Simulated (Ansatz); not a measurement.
# C3HN3Si: one species, many methods

The task here is to estimate one member of a computed series from the others.

Program: Ansatz 0.2.0, Gaussian basis. Level of theory: functionals in def2-TZVPP, the program's frozen cores in correlated methods. These are calculated values, not measurements.

The runs, in order: LDA (SPW92), PBE-D4, revPBE-D4, BLYP-D4, r2SCAN-D4, B97M-V, PBE0-D4, B3LYP-D4, r2SCANh-D4, r2SCAN0-D4, HSE06-D4, BHLYP-D4, CAM-B3LYP-D4, LC-ωPBE, ωB97X-V, ωB97M-V, B2PLYP, PBE-QIDH; CCSD(T)/def2-SVP; CCSD(T)/def2-TZVPP; MP2/def2-QZVPP; extrapolation to the limit; RPA on PBE.

## The geometry

An earlier PBE0-D4 in a triple-zeta def2 set relaxation fixed the geometry.

SMILES `N#C[SiH](C#N)C#N`, 8 atoms, charge 0, spin multiplicity 1.

Atoms are counted from 1 here; the program's logs count them from 0.

Bond lengths: N1–C2 1.151 Å, C2–Si3 1.830 Å, Si3–C4 1.830 Å, Si3–C6 1.830 Å, Si3–H8 1.470 Å, C4–N5 1.151 Å, C6–N7 1.151 Å. Angles: N1–C2–Si3 178.6°, C2–Si3–C4 108.2°, C2–Si3–C6 108.2°, C2–Si3–H8 110.7°, C4–Si3–C6 108.2°, C4–Si3–H8 110.7°, C6–Si3–H8 110.7°, Si3–C4–N5 178.5°, Si3–C6–N7 178.7°.

Set-up of the first run:

in.yaml

```yaml
crystal:
  periodic: [false, false, false]
  atoms:
    - {symbol: N, position_ang: [2.394749, -1.582406, -0.120631]}
    - {symbol: C, position_ang: [1.378117, -1.059047, 0.010323]}
    - {symbol: Si, position_ang: [-0.252128, -0.260109, 0.244223]}
    - {symbol: C, position_ang: [-0.998548, 0.012943, -1.404710]}
    - {symbol: N, position_ang: [-1.492642, 0.168122, -2.432516]}
    - {symbol: C, position_ang: [0.017410, 1.371792, 1.028411]}
    - {symbol: N, position_ang: [0.171593, 2.390018, 1.542258]}
    - {symbol: H, position_ang: [-1.126351, -1.098313, 1.076843]}
basis:
  gaussian: {orbitals: def2-TZVPP}
hamiltonian: {xc: lda}
output: {orbitals: {seedname: orbitals}}
```

Steps of the session up to this table: LDA; PBE-D4 (GGA); revPBE-D4 (GGA); BLYP-D4 (GGA); r2SCAN-D4 (meta-GGA); B97M-V (meta-GGA); PBE0-D4 (hybrid); B3LYP-D4 (hybrid); r2SCANh-D4 (hybrid); r2SCAN0-D4 (hybrid); HSE06-D4 (hybrid); BHLYP-D4 (hybrid); CAM-B3LYP-D4 (range-separated); LC-ωPBE-D4 (range-separated; the results give it without D4); ωB97X-V (range-separated); ωB97M-V (range-separated); B2PLYP (double hybrid); PBE-QIDH (double hybrid).

One of the session's tables, all rows but one given; the rest of the session is left out.

It belongs to the step «Frontier levels by functional». 

```
  functional  HOMO (eV)  LUMO (eV)  gap (eV)
 LDA (SPW92)      -9.61      -3.61      6.00
      PBE-D4      -9.45      -3.35      6.10
   revPBE-D4      -9.38      -3.25      6.13
     BLYP-D4      -9.34      -3.19      6.14
   r2SCAN-D4      -9.84      -3.21      6.63
      B97M-V      -9.82      -3.14      6.69
     PBE0-D4     -10.93      -2.43      8.50
    B3LYP-D4     -10.66      -2.63      8.03
  r2SCANh-D4          ?          ?         ?
  r2SCAN0-D4     -11.16      -2.36      8.80
    HSE06-D4     -10.53      -2.81      7.72
    BHLYP-D4     -12.13      -1.37     10.76
CAM-B3LYP-D4     -12.37      -1.27     11.10
     LC-ωPBE     -13.82      -0.13     13.69
     ωB97X-V     -13.38      -0.19     13.19
     ωB97M-V     -13.23      -0.30     12.93
```

Q: Estimate the row for r2SCANh-D4 from the others.

Worked estimate for «HOMO (eV)». Against the share of exact exchange, r2SCAN-D4 (0, -9.84), r2SCAN0-D4 (0.25, -11.16) give a slope of -5.28 per unit share; at 0.1 the line stands at -10.37.

**Answer.** HOMO (eV): -10.38; LUMO (eV): -2.87; gap (eV): 7.51. In «HOMO (eV)» the line misses by +0.01.
